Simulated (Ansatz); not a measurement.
What does this script print? It uses the Ansatz DFT code, driven from Python.

`asbf2h4.xyz`
```text
8

F    -1.39800    1.13650   -0.83210
B    -0.96520    0.02800    0.00300
F    -1.46560   -1.21990   -0.55010
As    1.08180   -0.02360    0.06170
H    -1.38990    0.17220    1.10630
H     1.32140   -1.25880    0.99010
H     1.39700    1.38000    0.67450
H     1.41850   -0.21450   -1.45330
```

`run_scan.py`
```python
"""Potential curve of AsBF2H4 along one bond."""

import ansatz
import numpy as np


def main() -> None:
    system = ansatz.Crystal.molecule_from_extxyz("asbf2h4.xyz")

    symbols = [site.symbol for site in system.cartesian_sites]
    start = np.array([site.position_ang for site in system.cartesian_sites])
    axis = (start[7] - start[3]) / np.linalg.norm(start[7] - start[3])
    moving = [7]
    lengths, energies = [1.33, 1.44, 1.56, 1.72, 1.95, 2.35, 2.81, 3.44], []
    for length in lengths:
        xyz = start.copy()
        xyz[moving] += (length - np.linalg.norm(start[7] - start[3])) * axis
        point = ansatz.Crystal.molecule()
        for symbol, place in zip(symbols, xyz):
            point = point.atom(symbol, place.tolist())
        setup = point.calculation().basis(gaussian="def2-SVP").functional("pbe0", dispersion="d4").spin("collinear")
        report = setup.run(threads=1).report
        energies.append(report["free_energy_ev"])
        print(f"r = {length:6.3f} A  E = {energies[-1]:.5f} eV  <S^2> = {abs(report['mean_field']['state']['spin_squared']):.3f}")

    print("energy above the lowest point (eV):", [round(e - min(energies), 3) for e in energies])


if __name__ == "__main__":
    main()
```

```console
$ python run_scan.py
r =  1.330 A  E = -66991.46883 eV  <S^2> = 0.000
r =  1.440 A  E = -66991.79869 eV  <S^2> = 0.000
r =  1.560 A  E = -66991.79681 eV  <S^2> = 0.000
r =  1.720 A  E = -66991.47236 eV  <S^2> = 0.000
r =  1.950 A  E = -66990.74674 eV  <S^2> = 0.000
r =  2.350 A  E = -66989.50379 eV  <S^2> = 0.309
r =  2.810 A  E = -66988.96626 eV  <S^2> = 0.832
r =  3.440 A  E = -66988.80651 eV  <S^2> = 0.976
energy above the lowest point (eV): [0.33, 0.0, 0.002, 0.326, 1.052, 2.295, 2.832, 2.992]
```

These settings explore the input space; basis and method may be short of convergence. The rest of the molecule is held rigid at a force-field or estimated start geometry, and the basis set is modest; single-reference methods fail as a bond breaks. The expectation value of S² is noticeably off S(S+1) in at least one run, so that state is spin-contaminated. Timing: 66 s on 1 thread of Arm Neoverse V2 (shared host), peak memory 0.37 GiB.
